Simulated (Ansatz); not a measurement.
# CH5FO2Si, SMILES CO[SiH](O)F: a rigid torsion scan

With the Ansatz DFT code, driven from Python.

At the Python prompt:
```pycon
>>> import ansatz as az
>>> from ase import Atoms
>>> BASIS_SET = "cc-pVDZ"
>>> FUNCTIONAL = "CAM-B3LYP"
>>> FMAX = 0.02
>>> atoms = Atoms(["C", "O", "Si", "O", "F", "H", "H", "H", "H", "H"], positions=[
...     [-1.4909, 0.2741, -0.3273],
...     [-0.5417, -0.5876, 0.096],
...     [1.013, -0.113, -0.0543],
...     [2.0849, -1.2297, 0.6816],
...     [1.2224, 1.2521, 0.7426],
...     [-1.4399, 0.5567, -1.4094],
...     [-1.4942, 1.2492, 0.248],
...     [-2.4758, -0.1368, -0.1914],
...     [1.4186, 0.0841, -1.4186],
...     [1.7867, -1.4003, 1.6359],
... ])
>>> first = (
...     az.Crystal.molecule_from_ase(atoms).calculation()
...     .basis(gaussian=BASIS_SET)
...     .functional(FUNCTIONAL)
...     .relax(force_tolerance=FMAX, max_steps=80)
... )
>>> atoms.positions = first.run(threads=1, backend="cpu").report["positions_ang"]
>>> start = atoms.get_dihedral(3, 2, 1, 0)
>>> energies = {}
>>> for turn in range(0, 360, 30):
...     turned = atoms.copy()
...     turned.set_dihedral(3, 2, 1, 0, start + turn, indices=[0, 1, 5, 6, 7])
...     setup = (
...         az.Crystal.molecule_from_ase(turned).calculation()
...         .basis(gaussian=BASIS_SET)
...         .functional(FUNCTIONAL)
...     )
...     energies[round((start + turn) % 360)] = setup.run(threads=1, backend="cpu").report["free_energy_ev"]
...
>>> floor = min(energies.values())
>>> print("dihedral O3-Si2-O1-C0 (deg)   E - E(min) (eV)")
dihedral O3-Si2-O1-C0 (deg)   E - E(min) (eV)
>>> for angle, e in sorted(energies.items()):
...     print(f"{angle:8d} {(e - floor):14.3f}  " + "#" * int(30 * (e - floor) / max(max(energies.values()) - floor, 1e-9)))
...
      20          0.109  ###########################
      50          0.098  #########################
      80          0.085  #####################
     110          0.068  #################
     140          0.028  #######
     170          0.000
     200          0.032  ########
     230          0.080  ####################
     260          0.086  #####################
     290          0.071  ##################
     320          0.092  #######################
     350          0.117  ##############################
```

The lowest point is at 170° and the highest at 350°, 0.117 eV (11.3 kJ/mol) above it, with the rest of the molecule held.

The scan is rigid and the energies are electronic, in a modest basis. With rigid groups the curve can differ much from the relaxed path, the start wasn't checked as a minimum of this torsion, and equivalent turns needn't return to the same energy. Wall time of the script: 79 s on 1 thread of Arm Neoverse V1, with other jobs on the host, peak memory 0.31 GiB.
